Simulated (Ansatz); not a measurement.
This script drives Ansatz 0.2.0 through its Python package.

`adiabatic_geh4ote.py`:
```python
import itertools

import ansatz as az
from ase.data import atomic_numbers, covalent_radii
import numpy as np

BASIS_SET = "def2-SVP"
FUNCTIONAL = "PBE0"
NET_CHARGE = 1

geometry_ang = [
    ("O", (-1.3407, -0.4564, -0.8158)),
    ("Ge", (-0.1567, 0.6936, -0.162)),
    ("Te", (2.0648, -0.5192, -0.0379)),
    ("H", (-1.3279, -1.1652, -0.202)),
    ("H", (-0.0146, 1.9271, -1.1017)),
    ("H", (-0.5796, 1.1685, 1.2562)),
    ("H", (1.416, -1.7163, 1.0175)),
]
mol = az.Crystal.molecule()
for symbol, xyz in geometry_ang:
    mol = mol.atom(symbol, xyz)

base = (
    mol.calculation()
    .basis(gaussian=BASIS_SET)
    .functional(FUNCTIONAL)
)
symbols = [site.symbol for site in mol.cartesian_sites]
start = np.array([site.position_ang for site in mol.cartesian_sites], dtype=float)
r = base.relax(force_tolerance=0.01).run(threads=1, backend="cpu").report
end = np.array(r["positions_ang"])

minimum = az.Crystal.molecule()
for symbol, place in zip(symbols, end):
    minimum = minimum.atom(symbol, place.tolist())
ion = (
    minimum.calculation()
    .basis(gaussian=BASIS_SET)
    .functional(FUNCTIONAL)
    .charge(NET_CHARGE)
    .spin("collinear", total=1)
)
vertical = ion.run(threads=1, backend="cpu").report
settled = ion.relax(force_tolerance=0.01, max_steps=80).run(threads=1, backend="cpu").report
print(f"vertical ionisation energy   {vertical['free_energy_ev'] - r['free_energy_ev']:.3f} eV")
print(f"adiabatic, no zero point     {settled['free_energy_ev'] - r['free_energy_ev']:.3f} eV")
print(f"relaxation energy of the ion {vertical['free_energy_ev'] - settled['free_energy_ev']:.3f} eV")
ionised = np.array(settled["positions_ang"])
radius = [covalent_radii[atomic_numbers[s]] for s in symbols]
span = lambda where, i, j: np.linalg.norm(where[i] - where[j])
bonded = [(i, j) for i, j in itertools.combinations(range(len(symbols)), 2) if min(span(end, i, j), span(ionised, i, j)) < 1.2 * (radius[i] + radius[j])]
print("pair        before    after (A)")
for i, j in bonded:
    print(f"{symbols[i]}{i}-{symbols[j]}{j}".ljust(10), f"{span(end, i, j):8.4f} {span(ionised, i, j):8.4f}")
```

It is started by `python adiabatic_geh4ote.py`. How long does it take on 1 thread of Arm Neoverse V2 (shared host), and how much memory does it need?

It took about 4.2 min, with a peak of 0.38 GiB, for 3 runs of the engine.

`python adiabatic_geh4ote.py` gives:
```text
vertical ionisation energy   8.733 eV
adiabatic, no zero point     8.399 eV
relaxation energy of the ion 0.334 eV
pair        before    after (A)
O0-Ge1       1.7800   1.7451
O0-H3        0.9637   0.9669
Ge1-Te2      2.5681   2.7294
Ge1-H4       1.5323   1.5222
Ge1-H5       1.5409   1.5298
Te2-H6       1.6648   1.6698
```

The energies are electronic: no zero-point or thermal terms, and the basis set is short of its limit. The product may relax into another structure. The relaxation finds the nearest minimum, so the adiabatic value is an upper bound. def2 sets replace the cores of elements past krypton by effective core potentials.
